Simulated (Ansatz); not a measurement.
# Ga2HN: the cost of one run

Method: the settings change from run to run; program: Ansatz 0.2.0, Gaussian basis.

15 further runs of the same task are left out: 5 that didn't finish, 10 set aside as unsound or not needed. Runs told in other sessions of the task aren't counted.

## (1) What is computed

The geometry is a PBE0/def2-TZVP stationary point (not a proven minimum) of the parent state, kept for this charge and spin. No spin-orbit coupling is included. The filled d shell of Ga may be among the frozen orbitals whatever the setting's name suggests.

4 atoms, charge 0, spin multiplicity 3.

Atoms are counted from 1 here; the program's logs count them from 0.

Bond lengths: Ga1–N2 1.835 Å, N2–Ga3 1.683 Å, Ga3–H4 1.529 Å. Angles: Ga1–N2–Ga3 180.0°, N2–Ga3–H4 180.0°.

## (2) CISD/def2-SVP

in.yaml reads:

```yaml
crystal:
  periodic: [false, false, false]
  atoms:
    - {symbol: Ga, position_ang: [0.000000, 0.000000, -2.600175]}
    - {symbol: N, position_ang: [0.000000, 0.000000, -0.764875]}
    - {symbol: Ga, position_ang: [0.000000, 0.000000, 0.918125]}
    - {symbol: H, position_ang: [0.000000, 0.000000, 2.446925]}
basis:
  gaussian: {orbitals: def2-SVP, fitting: {mean_field: def2-universal-jkfit}}
magnetization: {spin_polarized: false, initial_magnetization: 2}
correlation: {active_space: {ras: {orbitals: [5, 2, 47], electrons: 12, max_holes: 2, max_particles: 2}, fixed_orbitals: true}}
scf: {lower_state_search: off}
output: {forces: true}
```

Started as:

```
> ansatz run in.yaml --threads 1 --pin off --events-out ev --progress --plain --max-ram 2393MiB
```

What time and memory should one allow on 1 thread of Arm Neoverse V1, shared host?

About 18 s, with a peak of 0.32 GiB.
